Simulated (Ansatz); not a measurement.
InPt:

```
CELL_PARAMETERS angstrom
1.58244 0.91362 4.32863
-1.58244 0.91362 4.32863
0.00000 -1.82725 4.32863
ATOMIC_POSITIONS crystal
Pt 0.00000 0.00000 0.00000
In 0.50000 0.50000 0.50000
```

The cell comes from a database or a generator and needn't be the stable form of this composition.

* Program: Ansatz 0.2.0
* Task: relaxation of cell and atoms
* Functional: RPBE
* Potentials or basis: Ansatz PAW
* Cutoff: 420 eV (not typed: the program's choice for these potentials)
* k mesh: 10 × 10 × 10
* Occupations: fermi-dirac, width 0.05 eV
* Spin: no spin polarisation

At the start: volume 18.77 Å³/atom.

Task: How do energy, volume and symmetry change on relaxing?

Result: It ends after 5 steps and the volume is 19.17 Å³/atom (+2.1 %); space group R-3m (No. 166, to 0.05 Å).

The path:
| step | energy change (eV) | largest force (eV/Å) | volume (Å³) |
| --- | --- | --- | --- |
| 1 | 0.0000 | 0.0000 | 37.55 |
| 2 | -0.0068 | 0.0000 | 38.45 |
| 3 | -0.0069 | 0.0000 | 38.36 |
| 4 | -0.0069 | 0.0000 | 38.34 |
| 5 | -0.0073 | 0.0000 | 38.34 |

Final structure:
```
Pt In
1.0
     1.59070    0.91839    4.37451
    -1.59070    0.91839    4.37451
     0.00000   -1.83678    4.37451
Pt In
1 1
Direct
  0.00000 0.00000 0.00000
  0.50000 0.50000 0.50000
```

Caveat: the plane-wave basis is chosen anew once the cell has moved, so the energies of steps on either side of that aren't comparable; the PAW data sets come from PBE, with cores solved anew for the run's functional, which leaves a small shift of forces and pressure.
